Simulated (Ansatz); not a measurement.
# CH2BClOS: the cost of one run

All numbers below are computed with Ansatz 0.2.0 (RKS B3LYP-D4/STO-3G).

## (1) The system as given

Bond lengths: O1–C2 1.153 Å, C2–B3 1.562 Å, B3–S4 1.966 Å, B3–Cl5 1.832 Å, C2–H6 1.083 Å, S4–H7 1.441 Å. Angles: O1–C2–B3 119.7°, O1–C2–H6 118.9°, B3–C2–H6 121.4°, C2–B3–S4 118.2°, C2–B3–Cl5 122.7°, S4–B3–Cl5 119.1°, B3–S4–H7 88.7°.

As a file:

```xyz
7

O    -1.4309    1.3603    0.7747
C    -0.4769    0.7135    0.7947
B     0.0572    0.0791   -0.5295
S     1.7160   -0.9740   -0.4513
Cl   -0.7552    0.3429   -2.1500
H     0.0326    0.5624    1.7384
H     0.9184   -2.1523   -0.2227
```

## (2) Preparing the start

Input file input.yaml:

```yaml
crystal:
  periodic: [false, false, false]
  atoms:
    - { symbol: O, position_ang: [-1.4309, 1.3603, 0.7747] }
    - { symbol: C, position_ang: [-0.4769, 0.7135, 0.7947] }
    - { symbol: B, position_ang: [0.0572, 0.0791, -0.5295] }
    - { symbol: S, position_ang: [1.716, -0.974, -0.4513] }
    - { symbol: Cl, position_ang: [-0.7552, 0.3429, -2.15] }
    - { symbol: H, position_ang: [0.0326, 0.5624, 1.7384] }
    - { symbol: H, position_ang: [0.9184, -2.1523, -0.2227] }
basis:
  gaussian: { orbitals: STO-3G }
hamiltonian:
  xc: b3lyp
  dispersion: d4
relax:
  f_tol: 0.02
  max_steps: 40
scf:
  lower_state_search: "off"
```

The run is started by

```bash
$ ansatz run input.yaml --threads 1 --pin off --max-ram 2048MiB --backend cpu --events-out ev --progress --plain --runs-dir out
```

Q: Estimate wall time and peak memory on 1 thread of Intel Xeon 6975P-C (Granite Rapids), shared host.

About 21 s, with a peak of 0.17 GiB.
